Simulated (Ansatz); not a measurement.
# ZnO: the cost of one run

Program: Ansatz 0.2.0. Level of theory: DFT PBE, scalar-relativistic, plane waves, PAW. These are calculated values, not measurements.

## (1) The starting structure

The structure is hexagonal, space group P6_3mc (No. 186). The conventional cell has a = 3.249 Å, b = 3.249 Å, c = 5.206 Å, α = 90.00°, β = 90.00°, γ = 120.00°. Zn (site symmetry 3m) is surrounded by 4 O at 1.97 to 1.98 Å. Around O (site symmetry 3m) lie 4 Zn at 1.97 to 1.98 Å.

Coordinates:

```
Zn O
1.0
     3.24931    0.00000    0.00000
    -1.62465    2.81398    0.00000
     0.00000    0.00000    5.20571
Zn O
2 2
Cartesian
  0.0000 1.8760 2.6029
  1.6247 0.9380 0.0000
  1.6247 0.9380 1.9730
  0.0000 1.8760 4.5759
```

The structure rests on an entry of the Crystallography Open Database; cell or positions may have been set otherwise for this series.

## (2) Relaxing cell and atoms: ZnO, no spin

input.yaml reads:

```yaml
crystal:
  lattice:
    - [3.249308, 0.0, 0.0]
    - [-1.624654, 2.8139832727, 0.0]
    - [0.0, 0.0, 5.205709]
  atoms:
    - { symbol: Zn, position: [0.3333333333, 0.6666666667, 0.5] }
    - { symbol: Zn, position: [0.6666666667, 0.3333333333, 0.0] }
    - { symbol: O, position: [0.6666666667, 0.3333333333, 0.37901] }
    - { symbol: O, position: [0.3333333333, 0.6666666667, 0.87901] }
scf:
  occupations: { method: gaussian, width: 0.02 }
output:
  forces: true
  stress: true
  eigenvalues: true
kpoints:
  mp_grid: { grid: [21, 21, 12] }
hamiltonian:
  xc: pbe
relax:
  f_tol: 0.005
  adjacent_minimum: "off"
  cell: { stress_tol: 0.02 }
```

Run with:

```
$ ansatz run input.yaml --threads 4 --pin off --max-ram 14336MiB --backend cpu --events-out ev --progress --plain --runs-dir out
```

What time and memory should one allow on 4 threads of AMD EPYC 7R43 (Zen 3), shared host?

About 62 s, with a peak of 0.73 GiB.
